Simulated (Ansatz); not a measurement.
# doublet SnH3F+ at 6 levels

Aim: a comparison of 6 runs (UHF/STO-3G, UCAM-B3LYP/STO-3G, UPBE0/STO-3G, USVWN5/STO-3G, UMP2/STO-3G, UCCSD(T)/STO-3G) of doublet SnH3F+. 

Program for the calculation: Ansatz 0.2.0.

50 further runs of the same task are left out: 7 that didn't finish, 43 set aside as unsound or not needed.

### Step 1. The system as given

The species is SnH3F+ (5 atoms), meant as a doublet with charge +1. SMILES of the parent species: `[H][Sn]([H])([H])[F]`. The shape comes from GFN2-xTB, which is rough for such elements, and wasn't checked as a minimum. That shape belongs to the parent species and isn't relaxed for this state.

Bond lengths: Sn1–F2 1.924 Å, Sn1–H3 1.664 Å, Sn1–H4 1.662 Å, Sn1–H5 1.663 Å. Angles: F2–Sn1–H3 102.5°, F2–Sn1–H4 102.8°, F2–Sn1–H5 102.6°, H3–Sn1–H4 115.3°, H3–Sn1–H5 115.3°, H4–Sn1–H5 115.5°.

### Step 2. The energy at UHF/STO-3G (run 1)

Contents of input.yaml:

```yaml
crystal:
  periodic: [false, false, false]
  atoms:
    - {symbol: Sn, position_ang: [-0.002590, 0.002420, -0.166930]}
    - {symbol: F, position_ang: [0.011740, -0.019270, 1.757340]}
    - {symbol: H, position_ang: [1.619230, 0.010970, -0.538180]}
    - {symbol: H, position_ang: [-0.817750, 1.408460, -0.512480]}
    - {symbol: H, position_ang: [-0.810630, -1.402580, -0.539750]}
basis:
  gaussian: {orbitals: STO-3G}
total_charge: 1
magnetization: {spin_polarized: true, initial_magnetization: 1}
hamiltonian: {xc: hf}
accuracy: high
```

Started as:

```bash
$ ansatz run input.yaml --threads 1 --pin off --max-ram 2610MiB --events-out events.jsonl --progress --plain --runs-dir runs
```

Output:

```text
Warning: RAYON_NUM_THREADS=1 ignored (pool sized by the plan → 1); use --threads N
Functional definition: HF
  name "HF"
  exchange = exact_x
  correlation = 0
640 factors; integrals over basis functions are off by at most 4.9e-9 eV
mean field evaluation 1: about -164969.8018 eV, gradient 1.8e1 eV
mean field evaluation 2: about -164969.8312 eV, gradient 1.8e1 eV
mean field evaluation 4: about -164976.6254 eV, gradient 7.9e0 eV
mean field evaluation 8: about -164978.2724 eV, gradient 3.2e-1 eV
mean field evaluation 16: about -164978.2756 eV, gradient 2.2e-4 eV
mean field evaluation 32: about -164978.2751 eV, gradient 9.1e-4 eV
mean field evaluation 64: about -164978.2751 eV, gradient 8.6e-4 eV
mean field evaluation 96: about -164978.2747 eV, gradient 2.7e-3 eV
mean field evaluation 128: about -164978.2754 eV, gradient 1.9e-3 eV
mean field evaluation 160: about -164978.2755 eV, gradient 1.6e-3 eV
mean field -164978.27555724 eV, -6062.8398004369 hartree, gradient 2.4e-8 eV, S^2 0.751912; 4 other end points of the search recorded, 0 dependent functions left out
reference -164978.27555724 eV, -6062.8398004369 hartree; 31, 30 occupied and 4, 5 virtual orbitals, 640 factors
Total energy: -164978.27555724 eV, -6062.8398004369 hartree
```

Wall time 4.2 s (1 thread of Arm Neoverse N1, shared host); peak memory 0.15 GiB.

### Step 3. The energy at UCAM-B3LYP/STO-3G (run 2)

Contents of in.yaml:

```yaml
crystal:
  periodic: [false, false, false]
  atoms:
    - {symbol: Sn, position_ang: [-0.002590, 0.002420, -0.166930]}
    - {symbol: F, position_ang: [0.011740, -0.019270, 1.757340]}
    - {symbol: H, position_ang: [1.619230, 0.010970, -0.538180]}
    - {symbol: H, position_ang: [-0.817750, 1.408460, -0.512480]}
    - {symbol: H, position_ang: [-0.810630, -1.402580, -0.539750]}
basis:
  gaussian:
    orbitals: STO-3G
total_charge: 1
magnetization:
  spin_polarized: true
  initial_magnetization: 1
hamiltonian:
  xc: {name: CAM-B3LYP}
accuracy: high
```

Started as:

```bash
$ ansatz run in.yaml --threads 1 --pin off --max-ram 2610MiB --events-out events.jsonl --progress --plain --runs-dir runs
```

Output, shortened:

```text
Warning: RAYON_NUM_THREADS=1 ignored (pool sized by the plan → 1); use --threads N
Functional definition: CAM-B3LYP
  name "CAM-B3LYP"
[...]
640 factors; integrals over basis functions are off by at most 4.9e-9 eV
155 factors; integrals over basis functions are off by at most 7.8e-10 eV
[...]
mean field -165046.89694951 eV, -6065.3615900898 hartree, gradient 2.8e-8 eV, S^2 0.755148; 4 other end points of the search recorded, 0 dependent functions left out
reference -165046.89696170 eV, -6065.3615905378 hartree; 31, 30 occupied and 4, 5 virtual orbitals, 640 factors
Total energy: -165046.89696170 eV, -6065.3615905378 hartree
```

Run time: 33 s. Hardware: 1 thread of Arm Neoverse N1, shared host; peak memory 0.2 GiB.

Runs 3 to 5 aren't shown in full; the table further down has their settings and results.

### Step 4. The energy at UCCSD(T)/STO-3G (run 6)

Edit in.yaml of step 3 so:

```diff
@@ -9,10 +9,7 @@
 basis:
-  gaussian:
-    orbitals: STO-3G
+  gaussian: {orbitals: STO-3G}
+accuracy: high
+scf: {omitted_lower_state_checks: [cluster_reference, increment]}
+magnetization: {spin_polarized: true, initial_magnetization: 1}
+correlation: {method: ccsd_t, frozen_orbitals: {F: 1, H: 0, Sn: 18}}
 total_charge: 1
-magnetization:
-  spin_polarized: true
-  initial_magnetization: 1
-hamiltonian:
-  xc: {name: CAM-B3LYP}
-accuracy: high
```

Started as:

```bash
$ ansatz run in.yaml --threads 1 --pin off --max-ram 2610MiB --events-out events.jsonl --progress --plain --runs-dir runs
```

Output:

```text
Warning: RAYON_NUM_THREADS=1 ignored (pool sized by the plan → 1); use --threads N
[... 15 lines left out ...]
19 core orbitals not correlated: weight in the atoms' cores, before any rotation towards them, 1.000 or more for the frozen orbitals, at most 0.000 for the correlated occupied ones
[... 57 lines left out ...]
Total energy: -164979.90123447 eV, -6062.8995429732 hartree
Checks for a lower state left out: cluster_reference, increment
```

Run time: 7.2 s. Hardware: 1 thread of Arm Neoverse N1, shared host; peak memory 0.16 GiB.

### Step 5. All runs side by side

```
run              level  frozen core orbitals   energy (Eh)   ⟨S²⟩  wall time
  1         UHF/STO-3G                     –  -6062.839800  0.752      4.2 s
  2  UCAM-B3LYP/STO-3G                     –  -6065.361591  0.755       33 s
  3       UPBE0/STO-3G                     –  -6064.853279  0.754       32 s
  4      USVWN5/STO-3G                     –  -6058.786069  0.752      9.6 s
  5        UMP2/STO-3G                    19  -6062.877843  0.752      6.6 s
  6    UCCSD(T)/STO-3G                    19  -6062.899543  0.752      7.2 s
```

### Step 6. Summary of results

| quantity | value |
| --- | --- |
| run 6: total energy | -6062.89954 Eh |
| run 6: correlation energy (19 core orbitals frozen) | -59.7 mEh |
| run 6: (T) correction | -0.75 mEh |
| run 6: ⟨S²⟩ of the reference determinant | 0.752 |
| run 6: T1 diagnostic | 0.015 |

In words: Below the UHF energy at the same shape and in the same basis (STO-3G): UMP2 -38.0 mEh; UCCSD(T) -59.7 mEh. Totals of different functionals can't be ranked against each other. In runs 1, 2, 3, 4, 5, 6 the basis is minimal, so the values are rough. In runs 1, 2, 3, 4, 5, 6 relativity is left out where basis or elements ask for it. All runs together took 93 s, the longest 33 s.
